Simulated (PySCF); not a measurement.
# Ga3H3O3 ((HGaO)3 ring): the cost of one run

The runs use PySCF 2.14.0, with density-fitted response routines of our own; the level of theory stands in each step. All values are computed, except where a source is named. Atoms count from 0, in the outputs and in this text.

## (1) The molecule as given

9 atoms, charge 0, multiplicity 1; geometry from: GFN2-xTB. The atoms were then displaced at random by about 0.03 Å, so the start is not that level's minimum.

Bonds of the start (Å): Ga0–H1 1.54, Ga0–O2 1.86, Ga0–O8 1.68, O2–Ga3 1.90, Ga3–H4 1.51, Ga3–O5 1.67, O5–Ga6 1.80, Ga6–H7 1.52, Ga6–O8 1.80.

## (2) Optimising the geometry at PBE0-D3(BJ)/def2-SVP

Job settings and geometry (Å):

```
{"job": {"xc": "PBE0", "basis": "def2-SVP", "d3": "d3bj", "grid": 1, "maxiter": 40, "shake": 0.03, "kind": "geom"}, "charge": 0, "multiplicity": 1}
Ga    -1.374040    -0.986900     0.616060
H     -2.652500    -1.680390     1.112140
O     -1.654060     0.602180    -0.311680
Ga    -0.126450     1.552200    -0.912530
H     -0.425500     2.819850    -1.685570
O      1.365120     0.886460    -0.588210
Ga     1.689980    -0.644100     0.293650
H      3.098130    -1.148370     0.535580
O      0.212050    -1.470380     0.914900
```

Command:

```bash
$ OMP_NUM_THREADS=1 python probes_run.py task.json out
```

One launch serves the whole session: the jobs run in the order shown.

**Question.** How long does this first job take on 1 thread of Intel Xeon at 2.50GHz, shared host, and how much memory does it need?

About 3.7 min, with a peak of 0.72 GiB.
